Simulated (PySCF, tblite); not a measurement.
# BGe₂H₈Si radical: geometry, infrared bands and EPR parameters

Wanted: the infrared bands and EPR parameters of BGe₂H₈Si radical (`[BH2][Ge@H]([SiH2])[GeH3]`), by calculation.

Computed with tblite 0.8.0 and PySCF 2.14.0, with density-fitted response routines of our own, on a single molecule in the gas phase. Atoms are numbered from 0 throughout.

## (1) The molecule as given

12 atoms, charge 0, multiplicity 2; geometry from: force field or distance geometry start.

Bonds of the start (Å): B0–Ge1 2.01, Ge1–Si2 2.32, Ge1–Ge3 2.39, B0–H4 1.17, B0–H5 1.18, Ge1–H6 1.56, Si2–H7 1.47, Si2–H8 1.47, Ge3–H9 1.55, Ge3–H10 1.56, Ge3–H11 1.54.

## (2) Optimising the geometry with GFN2-xTB

The job: settings as JSON, then the geometry in Å.

```
{"job": {"kind": "relax", "xc": "GFN2-xTB", "basis": "xTB"}, "charge": 0, "multiplicity": 2}
B      0.291300     1.953200    -0.184300
Ge     0.246500     0.136900     0.667600
Si     2.004800    -1.137900    -0.155700
Ge    -1.823200    -0.937900     0.157900
H      0.180700     2.053400    -1.348400
H      0.397100     2.921500     0.482300
H      0.400700     0.281000     2.209400
H      3.275100    -0.452300     0.131100
H      1.838500    -1.282500    -1.612100
H     -2.998600    -0.094400     0.720900
H     -1.849000    -2.352200     0.818700
H     -1.962600    -1.089600    -1.369300
```

The run is started by

```
OMP_NUM_THREADS=1 python probes_run.py task.json out
```

This one command runs all jobs of the session in turn.

Output:

```text
step      E/eV     max force
  0    -294.35123    0.812
  1    -294.38506    0.617
  2    -294.46717    0.576
  3    -294.48219    0.431
  4    -294.51528    0.263
  5    -294.52009    0.234
  6    -294.53281    0.210
  7    -294.53744    0.234
  8    -294.54551    0.222
  9    -294.55017    0.224
 10    -294.55334    0.201
 11    -294.55561    0.156
 12    -294.55786    0.138
 13    -294.55977    0.124
 14    -294.56135    0.093
 15    -294.56243    0.104
 16    -294.56322    0.102
 17    -294.56409    0.091
 18    -294.56520    0.105
 19    -294.56645    0.113
 20    -294.56766    0.107
 21    -294.56880    0.087
 22    -294.56998    0.094
 23    -294.57132    0.118
 24    -294.57286    0.139
 25    -294.57466    0.138
 26    -294.57694    0.128
 27    -294.57993    0.181
 28    -294.58357    0.225
 29    -294.58694    0.189
 30    -294.58885    0.088
 31    -294.58963    0.078
 32    -294.59008    0.061
 33    -294.59051    0.075
 34    -294.59064    0.076
 35    -294.59115    0.061
 36    -294.59133    0.044
 37    -294.59151    0.030
 38    -294.59159    0.036
 39    -294.59173    0.034
 40    -294.59180    0.033
 41    -294.59188    0.024
 42    -294.59196    0.025
 43    -294.59208    0.026
 44    -294.59219    0.028
 45    -294.59227    0.028
 46    -294.59234    0.023
 47    -294.59243    0.031
 48    -294.59259    0.049
 49    -294.59284    0.060
 50    -294.59308    0.048
 51    -294.59323    0.026
 52    -294.59332    0.024
 53    -294.59342    0.032
 54    -294.59359    0.058
 55    -294.59389    0.076
 56    -294.59422    0.066
 57    -294.59443    0.028
 58    -294.59449    0.016
 59    -294.59450    0.015
 60    -294.59452    0.014
 61    -294.59456    0.019
 62    -294.59463    0.020
 63    -294.59470    0.019
 64    -294.59474    0.012
 65    -294.59475    0.007
```

It took 0.31 s on 1 thread of Arm Neoverse V2, shared host.

Along the way: (not every step is listed)

```csv
step,energy from step 0 (eV),largest force (eV/Å)
0,0.0000,0.8117
1,-0.0338,0.6166
2,-0.1159,0.5760
3,-0.1310,0.4313
4,-0.1641,0.2626
5,-0.1689,0.2338
6,-0.1816,0.2099
7,-0.1862,0.2344
8,-0.1943,0.2216
13,-0.2085,0.1240
18,-0.2140,0.1053
23,-0.2201,0.1180
28,-0.2323,0.2249
33,-0.2393,0.0748
38,-0.2404,0.0356
43,-0.2409,0.0256
48,-0.2414,0.0493
53,-0.2422,0.0323
58,-0.2433,0.0164
60,-0.2433,0.0143
61,-0.2433,0.0187
62,-0.2434,0.0203
63,-0.2435,0.0194
64,-0.2435,0.0122
65,-0.2435,0.0071
```

Distances of close pairs at the start and the end, largest changes first:

```csv
bond,before (Å),after (Å),change (Å)
Ge3–H10,1.561,1.505,-0.056
Ge3–H9,1.552,1.505,-0.047
Ge1–Si2,2.323,2.360,+0.037
Ge3–H11,1.541,1.507,-0.034
B0–Ge1,2.007,1.972,-0.034
Ge1–H6,1.556,1.529,-0.027
Ge1–Ge3,2.387,2.402,+0.015
B0–H5,1.180,1.168,-0.012
```

The final coordinates are the input of the step that follows.

## (3) Vibrational analysis with GFN2-xTB

The job: settings as JSON, then the geometry in Å.

```
{"job": {"kind": "ir", "xc": "GFN2-xTB", "basis": "xTB"}, "charge": 0, "multiplicity": 2}
B      0.364666     2.083928    -0.166765
Ge     0.131670     0.304165     0.650970
Si     1.943281    -1.006282    -0.104629
Ge    -1.837740    -0.990606     0.187033
H     -0.017342     2.276758    -1.255286
H      1.009536     2.907358     0.354249
H      0.274283     0.224663     2.171645
H      3.284866    -0.425916     0.081954
H      1.914084    -1.354346    -1.536570
H     -3.147353    -0.408405     0.647755
H     -1.848436    -2.378735     0.769415
H     -2.070314    -1.233269    -1.281670
```

Output:

```text
mode    cm-1     km/mol
  1      33.7      0.03
  2      61.0      0.78
  3      68.0      3.79
  4      93.0      1.18
  5     111.4      2.43
  6     197.7      0.88
  7     239.0      5.01
  8     335.6      5.91
  9     352.9     24.63
 10     368.4     25.92
 11     385.0     14.18
 12     419.7      5.63
 13     570.8     10.97
 14     593.3     20.46
 15     617.8    296.86
 16     685.5     46.04
 17     711.6    229.52
 18     808.6    703.88
 19     823.3    200.34
 20     879.6    108.20
 21     880.5    132.06
 22    1156.9     68.10
 23    1780.1    465.45
 24    1878.1    311.11
 25    1978.9    555.97
 26    1982.2    502.42
 27    2157.4    228.17
 28    2160.2    520.03
 29    2630.0    151.73
 30    2668.2    130.06
```

Wall time 0.28 s (1 thread of Arm Neoverse V2, shared host).

The strongest bands and the atoms that carry them (share of the mass-weighted mode):

```csv
cm⁻¹,km/mol,atoms
618,296.9,H6 70 %
712,229.5,"H6 35 %, H4 21 %, H5 20 %, B0 15 %"
809,703.9,"H8 31 %, H7 27 %, H11 12 %, H9 11 %"
1780,465.4,H6 97 %
1878,311.1,"H11 34 %, H10 32 %, H9 32 %"
1979,556.0,"H9 50 %, H11 48 %"
1982,502.4,"H10 66 %, H9 17 %, H11 15 %"
2160,520.0,"H8 65 %, H7 31 %"
```

## (4) EPR parameters: B3LYP/def2-TZVP-core+pcH-1

Settings changed since step 3:

```diff
@@ -1,2 +1,2 @@
-{"job": {"kind": "ir", "xc": "GFN2-xTB", "basis": "xTB"}, "charge": 0, "multiplicity": 2}
+{"job": {"kind": "epr", "basis": "pcH-1"}, "charge": 0, "multiplicity": 2}
 B      0.364666     2.083928    -0.166765
```

Method: UKS B3LYP, def2-TZVP-core on Ge, pcH-1 on B H Si, non-relativistic, mean-field spin-orbit, GIAO.

Output:

```text
UKS, coarse grid
  cycle   1  E = -4473.09596821  |g| = 1.85e+00
  cycle   2  E = -4473.03609975  |g| = 1.15e+00
  cycle   3  E = -4473.17273169  |g| = 4.98e-01
  cycle   4  E = -4473.22308185  |g| = 7.04e-02
  cycle   5  E = -4473.22678382  |g| = 2.22e-02
  cycle   6  E = -4473.22711581  |g| = 6.12e-03
  cycle   7  E = -4473.22714036  |g| = 1.94e-03
  cycle   8  E = -4473.22714243  |g| = 9.87e-04
UKS, final grid
  cycle   1  E = -4473.22712437  |g| = 9.90e-04
  cycle   2  E = -4473.22712436  |g| = 1.32e-03
  cycle   3  E = -4473.22712466  |g| = 7.47e-05
  cycle   4  E = -4473.22712468  |g| = 5.42e-05
  cycle   5  E = -4473.22712468  |g| = 3.03e-05
  cycle   6  E = -4473.22712468  |g| = 9.09e-06
E = -4473.22712468 Eh   <S^2> = 0.7556 (exact 0.7500)
g shifts (ppm)      1          2          3
  rmc          -123       -123       -123
  gc             18         35         49
  oz_so       -1366       1861       3863
  total       -1471       1773       3790
hyperfine (MHz)  atom isotope    a_iso     a_fc   dipolar eigenvalues
    0   11B      38.68      38.81     -9.20     -5.33     14.53
    1  73Ge       2.27       2.22     -3.64      1.60      2.04
    2  29Si    -430.35    -430.99   -157.45     76.89     80.56
    3  73Ge      -2.67      -2.69     -0.38      0.15      0.23
    4    1H      -4.09      -4.06     -2.89     -0.00      2.90
    5    1H      -2.03      -2.00     -2.98     -0.02      3.00
    6    1H      11.82      11.82     -2.27     -0.88      3.15
    7    1H      19.71      19.66     -8.92      1.72      7.20
    8    1H      18.05      18.00     -8.94      1.71      7.23
    9    1H      -2.17      -2.17     -0.68     -0.41      1.08
   10    1H       0.97       0.97     -1.15     -0.87      2.02
   11    1H       0.95       0.95     -0.92     -0.65      1.57
```

It took 3.9 min on 1 thread of Arm Neoverse V2, shared host; peak memory 1.6 GiB.

Principal g values 2.00085, 2.00409, 2.00611; g(iso) = 2.00368, against 2.00232 for a free electron.

Mean a(iso) over the nuclei that a row names, and the largest dipolar term of the row (other rows stand at the frozen geometry):

```csv
nuclei,isotope,a(iso) (MHz),"a(iso) (G, at g = 2.0023)",largest dipolar term (MHz)
Si2,29Si,-430.3,-153.6,-157.4
B0,11B,38.7,13.8,14.5
"H7, H8",1H,18.9,6.7,-8.9
H6,1H,11.8,4.2,3.1
"H4, H5",1H,-3.1,-1.1,3.0
Ge3,73Ge,-2.7,-1.0,-0.4
Ge1,73Ge,2.3,0.8,-3.6
"H9, H10, H11",1H,-0.1,0.0,2.0
```

Mulliken spin populations:

```csv
atom,value (e)
B0,0.11
Ge1,0.01
Si2,0.89
Ge3,0.00
H4,0.00
H5,0.00
H6,0.00
H7,0.00
H8,-0.01
H9,0.00
H10,0.00
H11,0.00
```

In first order the couplings over 0.8 MHz of 11B, 1H give 72 distinct lines over 61.3 G, if the averaged nuclei exchange fast.

Orbitals, density, ELF and potential are computed afterwards from the orbital file.

ELF in a plane through or near 5 of the atoms.

Ten even steps from ' ' (0.00) to '@' (1.00):
```
                                                        
                                                        
              ..::..                                    
            ==%%@@##::                                  
          ==@@@@@@@@##--                ::--..          
          **@@@@@@@@%%==::--::        --%%@@%%==..      
          ++@@@@@@@@##**%%##++::..  ::%%@@@@@@@@##      
          ..**%%%%****%%%%**====----==@@@@@@@@@@%%..    
                ..--**++::==::==##**--==%%@@@@%%++      
                  --==::++++++--##==::::::****::..      
                ..--**++..--..++##--::::::==::          
        ..==++++--==##%%##====++++==::==%%@@%%--..      
      --##@@@@@@@@::  ..**%%==....::##@@@@@@@@%%--      
      ==%%@@@@@@@@..**++::%%++    ..**@@@@@@@@%%--      
      --%%@@@@@@@@==....##@@##::    ..%%@@@@%%--        
      ..==%%@@@@##**##%%@@@@%%::      ::++==..          
          ......::==##%%%%%%**::                        
                  ::++**##**--                          
                      ....                              
                                                        
```
The map spans 11.3 Å across and 9.6 Å up, centred on the molecule. Atoms in the plane (x, y in Å): Ge1 (-0.2, 0.3), H5 (-2.2, 2.2), H7 (-2.7, -1.8), H9 (3.0, 1.1), H10 (2.8, -1.2).

log10 of the density (e/Å³) in the same plane.

Ten even steps from ' ' (-4.0) to '@' (2.1):
```
                                                        
              ........                                  
          ....::::::::::....                            
        ....::----------::::......    ......            
      ....::--==++++====----::::::::::::::::::....      
      ..::--==++****++++====----::::::--------::::..    
      ....--==++******++++++====----====++++==----::..  
      ....::--==++++++****++++++======++****++==--::..  
        ..::::--==++++**##%%##++++++++******++==--::..  
        ....::----==++**%%@@%%********##**++==----::..  
      ....::----====++++**##**++++**####**++==----::..  
    ....::--======++++++****++++++++******++==----::..  
    ..::--==++++++++******++++======++******==----..    
    ..::--==++******%%##**++====----==++++++==--::..    
    ..::--==++****++****++++==----------==----::....    
    ..::::--====++++++++++====--::::::::::::::....      
      ....::------========----::............            
        ....::::::----------::::..                      
              ....::::::::......                        
                  ..........                            
```
The map spans 11.3 Å across and 9.6 Å up, centred on the molecule. Atoms in the plane (x, y in Å): Ge1 (-0.2, 0.3), H5 (-2.2, 2.2), H7 (-2.7, -1.8), H9 (3.0, 1.1), H10 (2.8, -1.2).

On the surface of density 0.002 e/bohr³ the electrostatic potential runs, from the 1st to the 99th percentile, from -0.07 to 1.25 V.

The spin density lies nearest to Si2 60 %; B0 11 %; H7, H8 about 9 % each.

## (5) Results

```
                                 quantity                    value
strongest single infrared mode (GFN2-xTB)     809 cm⁻¹, 704 km/mol
             zero-point energy (GFN2-xTB)            39.5 kcal/mol
                           g(iso) (B3LYP)                  2.00368
                                     ⟨S²⟩       0.756 (exact 0.75)
       largest a(iso) (averaged by class)  29Si on Si2, -430.3 MHz
    surface potential, 1st and 99th percentile       -0.07 V and 1.25 V
```

Over 65 steps the energy fell by 0.244 eV; of the close pairs, Ge3–H10 changed most, 1.561 to 1.505 Å. All 30 modes are real, so the xTB geometry is a minimum. The strongest single mode, at 809 cm⁻¹, is carried by H8, H7, H11, H9. Unscaled tight-binding wavenumbers are off by several per cent, some by more. Its intensities can rank the bands wrongly. Most of the unpaired spin sits on Si2 (0.89 e). The isotropic g lies 1.4 ppt above the free-electron value. The hyperfine terms hold no scalar relativity, which the heavier nuclei need.
